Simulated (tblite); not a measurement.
# C6H11AsO: the cost of one run

The runs use tblite 0.8.0 and PySCF 2.14.0, with density-fitted response routines of our own; the level of theory stands in each step. All values are computed, except where a source is named. Atoms count from 0, in the outputs and in this text.

## (1) The molecule as given

19 atoms, charge 0, multiplicity 1; geometry from: force field or distance geometry start.

Bonds of the start (Å): C0–C1 1.48, C1–O2 1.24, C1–C3 1.48, C3–C4 1.52, C4–C5 1.49, C5–C6 1.53, C6–As7 1.98, As7–C3 1.99, C0–H8 1.12, C0–H9 1.10, C0–H10 1.12, C3–H11 1.12, C4–H12 1.10, C4–H13 1.11, C5–H14 1.13, C5–H15 1.09, C6–H16 1.10, C6–H17 1.09, As7–H18 1.58.

## (2) Geometry optimisation with GFN2-xTB

What the job is given:

```
{"job": {"kind": "relax", "xc": "GFN2-xTB", "basis": "xTB"}, "charge": 0, "multiplicity": 1}
C     -2.749700     0.256400     0.301000
C     -1.509700    -0.450500    -0.104300
O     -1.434800    -1.669500     0.128500
C     -0.384400     0.268700    -0.732900
C      0.795600    -0.642800    -1.043700
C      1.657900    -0.718500     0.173300
C      2.249100     0.671000     0.393500
As     0.488200     1.577800     0.480700
H     -2.665500     1.336500     0.024100
H     -3.615300    -0.215400    -0.186300
H     -2.842100     0.151100     1.412000
H     -0.691300     0.782100    -1.674000
H      0.444800    -1.662600    -1.254600
H      1.396400    -0.290800    -1.910800
H      0.956300    -0.872600     1.042200
H      2.393100    -1.519000     0.201900
H      2.809700     0.779100     1.333800
H      2.776200     0.989500    -0.504800
H     -0.084300     1.238700     1.912900
```

Started as:

```console
OMP_NUM_THREADS=1 python probes_run.py task.json out
```

One launch serves the whole session: the jobs run in the order shown.

Q: Estimate the wall time and peak memory of this first job on 1 thread of Arm Neoverse N1, shared host.

About 1.2 s, with a peak of 0.18 GiB.
